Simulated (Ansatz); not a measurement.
**SiSnH3OF: how energies converge with the basis set**

How large a basis does SiSnH3OF need? Two functionals are run in growing sets.

Method: one geometry, several basis sets; program: Ansatz 0.2.0, Gaussian basis.

Levels to be run: PBE0-D4/def2-SVP; ωB97M-V/def2-SVP; PBE0-D4/def2-QZVPP; ωB97M-V/def2-QZVPP; the functionals' def2-TZVPP values are taken from earlier runs.

## (1) The relaxed structure

All runs share one geometry, relaxed beforehand with PBE0-D4 in a triple-zeta def2 set. Sn takes the def2 core potential; no spin-orbit term is included.

SMILES `F[SiH]1[O][SnH2]1`, 7 atoms, charge 0, spin multiplicity 1.

Atoms are counted from 1 here; the program's logs count them from 0.

Bond lengths: F1–Si2 1.587 Å, Si2–O3 1.597 Å, Si2–Sn4 2.456 Å, Si2–H5 1.478 Å, O3–Sn4 2.157 Å, Sn4–H6 1.708 Å, Sn4–H7 1.710 Å. Angles: F1–Si2–O3 118.5°, F1–Si2–Sn4 120.7°, F1–Si2–H5 105.8°, O3–Si2–Sn4 60.0°, O3–Si2–H5 120.6°, Sn4–Si2–H5 125.8°, Si2–O3–Sn4 80.2°, Si2–Sn4–O3 39.9°, Si2–Sn4–H6 121.8°, Si2–Sn4–H7 123.3°, O3–Sn4–H6 104.9°, O3–Sn4–H7 105.4°, H6–Sn4–H7 108.0°.

## (2) PBE0-D4 in def2-SVP

in.yaml

```yaml
crystal:
  periodic: [false, false, false]
  atoms:
    - {symbol: F, position_ang: [0.265905, -1.394121, 1.996987]}
    - {symbol: Si, position_ang: [0.652640, -0.865641, 0.551233]}
    - {symbol: O, position_ang: [-0.422944, -1.000563, -0.621619]}
    - {symbol: Sn, position_ang: [-0.414766, 1.142762, -0.375508]}
    - {symbol: H, position_ang: [2.055670, -1.277861, 0.335156]}
    - {symbol: H, position_ang: [-2.033776, 1.550666, -0.013116]}
    - {symbol: H, position_ang: [-0.041531, 1.776858, -1.919033]}
basis:
  gaussian: {orbitals: def2-SVP}
hamiltonian: {xc: pbe0, dispersion: d4}
output: {orbitals: {seedname: orbitals}}
```

Run with:

```bash
$ ansatz run in.yaml --threads 2 --pin off --events-out ev --progress --plain --max-ram 4352MiB
```

Further steps of the session: ωB97M-V in def2-SVP; PBE0-D4 in def2-QZVPP; ωB97M-V in def2-QZVPP.

Q: Predict the results of all the runs planned. Wanted: PBE0-D4: double and triple zeta above quadruple; ωB97M-V: double and triple zeta above quadruple.

As calculated:

```
                                       quantity           value
PBE0-D4: double and triple zeta above quadruple  10.09, 0.62 eV
ωB97M-V: double and triple zeta above quadruple  10.20, 0.58 eV
```

In words: PBE0-D4 gains 9.47 eV from double to triple zeta, then 0.62 eV more. Total energies overstate the basis error of differences, where much of it tends to cancel.
